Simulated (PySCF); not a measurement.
**SnClF (SMILES [F][Sn][Cl]) at 4 levels**

Aim: a comparison of 4 runs (BCCD(T)/STO-3G, CCSDT(Q)/STO-3G, NEVPT2(2,2)/STO-3G, QCISD(T)/STO-3G) of SnClF. The job is set up through a Python script.

The calculation is run with PySCF 2.14.0.

19 further runs of the same task are left out: 7 that didn't finish, 12 set aside as unsound or not needed.

### Step 1. The molecule

The species is SnClF (3 atoms), meant as a singlet with charge 0. As SMILES, `[F][Sn][Cl]`. The coordinates come from a PBE0-D4/def2-TZVP relaxation.

Bond lengths: F1–Sn2 1.935 Å, Sn2–Cl3 2.360 Å. Angles: F1–Sn2–Cl3 96.9°.

### Step 2. A single-point energy at BCCD(T)/STO-3G (run 1)

File input.py:

```python
# [F][Sn][Cl]
from pyscf import gto, scf, cc
from pyscf.cc.bccd import bccd_kernel_

mol = gto.M(
    atom='F -1.389600 0.223100 -0.744400; Sn 0.164300 0.898100 0.190700; Cl 1.214300 -1.186000 0.540500',
    charge=0,
    basis='sto-3g',
    verbose=3,
    max_memory=1860,
    spin=0,
)

mf = scf.RHF(mol)
mf.conv_tol = 1e-10
mf.kernel()
if not mf.converged:
    mf = mf.newton().run(mf.mo_coeff, mf.mo_occ)

mycc = cc.CCSD(mf, frozen=24).run()
mycc = bccd_kernel_(mycc, diis=True)
e_t = mycc.ccsd_t()
etot = mycc.e_tot + e_t
print('E = %.10f Eh' % etot)
```

Launch:

```console
$ OMP_NUM_THREADS=1 python input.py
```

The log of the run:

```text
converged SCF energy = -6515.97322820159
E(CCSD) = -6516.037994158024  E_corr = -0.06476595642984351
BCCD loop starts.

[... 24 lines left out ...]
CCSD converged
[... 25 lines left out ...]
CCSD converged
[... 23 lines left out ...]
CCSD converged
[... 21 lines left out ...]
CCSD converged
[... 3 lines left out ...]
E = -6516.0456419152 Eh
```

Wall time 1.5 s (1 thread of Arm Neoverse V1, shared host); peak memory 0.11 GiB.

### Step 3. A single-point energy at CCSDT(Q)/STO-3G (run 2)

File calc.py:

```python
# [F][Sn][Cl]
from pyscf import gto, cc

molecule = gto.Mole()
molecule.atom = 'F -1.389600 0.223100 -0.744400; Sn 0.164300 0.898100 0.190700; Cl 1.214300 -1.186000 0.540500'
molecule.basis = 'sto-3g'
molecule.charge = 0
molecule.verbose = 3
molecule.max_memory = 1860
molecule.build()

calc0 = molecule.RHF()
calc0.conv_tol = 1e-10
calc0.kernel()
if not calc0.converged:
    calc0 = calc0.newton().run(calc0.mo_coeff, calc0.mo_occ)

mycc = cc.CCSDT(calc0, frozen=24)
mycc.kernel()
e_bracket, e_q = mycc.ccsdt_q()
e_tot = mycc.e_tot + e_q
print('E(%s) = %.9f' % ('CCSDT(Q)', e_tot))
```

Launch:

```console
$ OMP_NUM_THREADS=1 python calc.py
```

The log of the run:

```text
converged SCF energy = -6515.97322820159
_make_eris_incore_RCCSDT

WARN: A large `blksize` is being used, which may cause large memory consumption
      for storing contraction intermediates. If memory is sufficient, consider using
      `pyscf.cc.rccsdt_highm.RCCSDT` instead.

RCCSDT converged
E(RCCSDT) = -6516.046115658145   E_corr = -0.07288745655099862
E_corr(same-spin) = -0.0134125409541249
E_corr(oppo-spin) = -0.0594749155968737
_make_eris_incore_RCCSDT
E(CCSDT(Q)) = -6516.047570644
```

It took 11 s on 1 thread of Arm Neoverse V1, shared host; peak memory 0.12 GiB.

Run 3 isn't shown in full; the table further down has it.

### Step 4. The energy at QCISD(T)/STO-3G (run 4)

File job.py:

```python
from pyscf import gto, cc

mol = gto.M(
    atom=[
    ('F', (-1.389600, 0.223100, -0.744400)),
    ('Sn', (0.164300, 0.898100, 0.190700)),
    ('Cl', (1.214300, -1.186000, 0.540500)),
],
    verbose=3,
    max_memory=1860,
    basis='sto-3g',
)

hf = mol.RHF()
hf.conv_tol = 1e-10
hf.kernel()
if not hf.converged:
    hf = hf.newton().run(hf.mo_coeff, hf.mo_occ)

mycc = cc.QCISD(hf, frozen=24)
mycc.kernel()
e_t = mycc.qcisd_t()
e_tot = mycc.e_tot + e_t
print('Final energy', e_tot)
```

Launch:

```console
$ OMP_NUM_THREADS=1 python job.py
```

The log of the run:

```text
converged SCF energy = -6515.97322820159
E(QCISD) = -6516.041764152914  E_corr = -0.06853595131970577
QCISD(T) correction = -0.00609465301635709
Final energy -6516.04785880593
```

Run time: 1.1 s. Hardware: 1 thread of Arm Neoverse V1, shared host; peak memory 0.12 GiB.

### Step 5. The series

```tsv
run	level	frozen core orbitals	active selection	energy (Eh)	correlation energy (mEh)	wall time
1	BCCD(T)/STO-3G	24	–	-6516.045642	-72.4	1.5 s
2	CCSDT(Q)/STO-3G	24	–	-6516.047571	-74.3	11 s
3	NEVPT2(2,2)/STO-3G	–	mp2 natural orbitals	-6516.027483	–	2.2 s
4	QCISD(T)/STO-3G	24	–	-6516.047859	-74.6	1.1 s
```

### Step 6. Outcome

| quantity | value |
| --- | --- |
| run 4: total energy | -6516.04786 Eh |
| run 4: dipole moment (Hartree–Fock density) | 3.31 D |
| run 4: HOMO energy (Hartree–Fock orbitals) | -6.48 eV |
| run 4: LUMO energy (Hartree–Fock orbitals) | 3.70 eV |
| run 4: HOMO–LUMO gap (Hartree–Fock orbitals) | 10.17 eV |
| run 4: correlation energy (24 core orbitals frozen) | -74.6 mEh |
| run 4: (T) correction | -6.09 mEh |
| run 4: T1 diagnostic | 0.023 |

**Reading.** In runs 1, 2, 3, 4 the basis is minimal, so the values are rough. In runs 1, 2, 3, 4 relativity is left out where basis or elements ask for it. All runs together took 16 s, the longest 11 s.
